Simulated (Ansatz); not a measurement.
# Sn: a slab and its surfaces, (100), 4 layers

Aim: cut a slab of Sn (100), 4 layers from the relaxed bulk, relax it, and get surface energy and work function. The runs shown use PAW. Its runs: bulk cell relaxed (PAW); bulk in the slab's orientation (PAW); the reference run (PAW); atoms relaxed (PAW); spin-orbit coupling on (PAW); vacuum of 11 Å (PAW); core holes in 3d of Sn (PAW).

Computed with Ansatz 0.2.0 (DFT PBE, with the methods named in each step, unless a step's input says otherwise).

### 1 The structure to begin with

The structure is cubic, space group Fd-3m (No. 227). The conventional cell has a = 6.542 Å, b = 6.542 Å, c = 6.542 Å, α = 90.00°, β = 90.00°, γ = 90.00°. Sn (site symmetry -43m) is surrounded by 4 Sn at 2.83 Å.

Structure file:

```cif
data_structure
_symmetry_space_group_name_H-M 'P 1'
_symmetry_Int_Tables_number 1
_cell_length_a 4.6260
_cell_length_b 4.6260
_cell_length_c 4.6260
_cell_angle_alpha 60.000
_cell_angle_beta 60.000
_cell_angle_gamma 60.000
_cell_volume 70.00
loop_
_atom_site_label
_atom_site_type_symbol
_atom_site_fract_x
_atom_site_fract_y
_atom_site_fract_z
_atom_site_occupancy
Sn1 Sn 0.87500 0.87500 0.87500 1
Sn2 Sn 0.12500 0.12500 0.12500 1
```

Atoms are numbered in the order of the input: Sn1, Sn2.

### 2 Bulk cell relaxed, PAW

Input file input.yaml:

```yaml
crystal:
  lattice:
    - [0.0, 3.2710663102, 3.2710663102]
    - [3.2710663102, 0.0, 3.2710663102]
    - [3.2710663102, 3.2710663102, 0.0]
  atoms:
    - { symbol: Sn, position: [-0.125, -0.125, -0.125] }
    - { symbol: Sn, position: [0.125, 0.125, 0.125] }
kpoints:
  mp_grid: { grid: [9, 9, 9] }
scf:
  occupations: { method: fermi_dirac, width: 0.02 }
hamiltonian:
  xc: pbe
  pseudopotentials: { kind: paw }
output:
  forces: true
  stress: true
relax:
  f_tol: 0.005
  max_steps: 40
  cell: {}
```

Command:

```console
$ ansatz run input.yaml --threads 2 --pin off --max-ram 4096MiB --backend cpu --events-out ev --progress --plain --runs-dir out
```

The runs that follow: Bulk in the slab's orientation, PAW; Slab as cut, PAW; Atoms relaxed, PAW; Spin-orbit coupling on, PAW; Vacuum of 11 Å, PAW; Core holes in 3d of Sn, PAW.

Before running it: what results should come out? Wanted: surface energy; work function; outer layer spacing.

The runs gave:

| quantity | value |
| --- | --- |
| surface energy (PAW, relaxed) | 0.82 J/m² |
| work function (PAW, relaxed) | 4.47 eV |
| outer layer spacing (PAW) | 1.66 → 1.64 Å |

In words: By PAW the surface costs 0.82 J/m² as cut and 0.82 J/m² relaxed. The outermost spacing changes by -1.2 % (PAW). Spin-orbit coupling on moves the work function by -0.02 eV (PAW). Vacuum of 11 Å moves the work function by less than 0.01 eV (PAW). Thickness wasn't converged, and no reconstruction was sought. The program warned that the vacuum holds more density than its bound, so energies and levels may be slightly off.
